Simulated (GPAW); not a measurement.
Here is a GPAW 26.7.0 calculation.

run.py

```python
from ase.dft.bandgap import bandgap
from ase.io import read, write
from ase.units import GPa
from gpaw import GPAW, PW, setup_paths

setup_paths.insert(0, '.')

atoms = read('POSCAR')

calc = GPAW(mode=PW(800),
            xc='BLYP',
            kpts={'size': (7, 7, 3), 'gamma': True},
            occupations={'name': 'fermi-dirac', 'width': 0.05},
            nbands=40,
            convergence={'density': 1e-05, 'energy': 1e-05},
            eigensolver='davidson',
            maxiter=150,
            txt='gpaw.txt')
atoms.calc = calc
energy = atoms.get_potential_energy()
forces = atoms.get_forces()
stress = atoms.get_stress()
calc.write('gs.gpw')
write('result.traj', atoms)
print(f'Energy: {energy:.6f} eV')
print('Forces (eV/A):')
print(forces.round(4))
print('Stress (GPa):', (stress / GPa).round(3))
print('Fermi level:', round(calc.get_fermi_level(), 4), 'eV')
print(f'Gap: {bandgap(calc)[0]:.4f} eV, direct: {bandgap(calc, direct=True)[0]:.4f} eV')

path = atoms.cell.bandpath('GMKGALHA,LM,KH', npoints=80, eps=1e-4)
bs_calc = calc.fixed_density(kpts=path, symmetry='off', nbands=57,
                             convergence={'bands': 'CBM+6.0', 'eigenstates': 1e-6}, txt='bands.txt')
bs = bs_calc.band_structure()
bs.write('bs.json')
print(f'Gap on the path: {bandgap(bs_calc)[0]:.4f} eV')
```

POSCAR

```
Ta3N
1.0
    3.0322239879      0.0000000000      0.0000000000
   -1.5161119940      2.6259830035      0.0000000000
    0.0000000000      0.0000000000      7.5241370000
Ta N
3 1
Direct
    0.6666666667      0.3333333333      0.8260700000
    0.3333333333      0.6666666667      0.1739300000
    0.0000000000      0.0000000000      0.5000000000
    0.0000000000      0.0000000000      0.0000000000
```

Potentials or basis: PAW data sets generated in the run's folder for this functional, pw.

Run with:

```sh
$ gpaw-setup -f BLYP N Ta
$ OMP_NUM_THREADS=1 python run.py
```

Estimate the pressure.

6.2 GPa.

Estimate the largest force.

0.037 eV/Å.

Stress tensor (GPa, compression positive):
```
5.38 0.00 0.00
0.00 5.38 0.00
0.00 0.00 7.73
```

Caveat: spin-orbit coupling is left out, which moves the levels of the heavy elements.
